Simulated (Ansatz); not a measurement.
# ZnO: the cost of one run

Program: Ansatz 0.2.0. Level of theory: DFT PBE, scalar-relativistic, plane waves, PAW. These are calculated values, not measurements.

## (1) Starting point

The structure is hexagonal, space group P6_3mc (No. 186). The conventional cell has a = 3.249 Å, b = 3.249 Å, c = 5.204 Å, α = 90.00°, β = 90.00°, γ = 120.00°. Around Zn (site symmetry 3m) lie 4 O at 1.97 to 1.99 Å. O (site symmetry 3m) is surrounded by 4 Zn at 1.97 to 1.99 Å.

Structure file:

```xyz
4
Lattice="3.2494 0.0000 0.0000 -1.6247 2.8141 0.0000 0.0000 0.0000 5.2038" Properties=species:S:1:pos:R:3 pbc="T T T"
Zn    0.0000    1.8760    0.0000
Zn    1.6247    0.9380    2.6019
O     0.0000    1.8760    1.9884
O     1.6247    0.9380    4.5903
```

The structure rests on an entry of the Crystallography Open Database; cell or positions may have been set otherwise for this series.

## (2) Relaxing cell and atoms: ZnO, no spin

File input.yaml:

```yaml
crystal:
  lattice:
    - [3.2494, 0.0, 0.0]
    - [-1.6247, 2.8140629471, 0.0]
    - [0.0, 0.0, 5.2038]
  atoms:
    - { symbol: Zn, position: [0.3333333333, 0.6666666667, 0.0] }
    - { symbol: Zn, position: [0.6666666667, 0.3333333333, 0.5] }
    - { symbol: O, position: [0.3333333333, 0.6666666667, 0.3821] }
    - { symbol: O, position: [0.6666666667, 0.3333333333, 0.8821] }
scf:
  occupations: { method: fixed }
output:
  forces: true
  stress: true
  eigenvalues: true
  write_density: true
  write_potential: true
  elf: true
  volumetric_format: npy
kpoints:
  mp_grid: { grid: [8, 8, 5] }
relax:
  f_tol: 0.003
  max_steps: 80
  cell: { stress_tol: 0.03 }
```

Launch:

```
ansatz run input.yaml --threads 8 --pin off --max-ram 32768MiB --backend cpu --events-out ev --progress --plain --runs-dir out
```

Q: Estimate wall time and peak memory on 8 threads of Intel Xeon Platinum 8259CL at 2.50GHz (Skylake/Cascade Lake), shared host.

About 7.3 s, with a peak of 0.51 GiB.
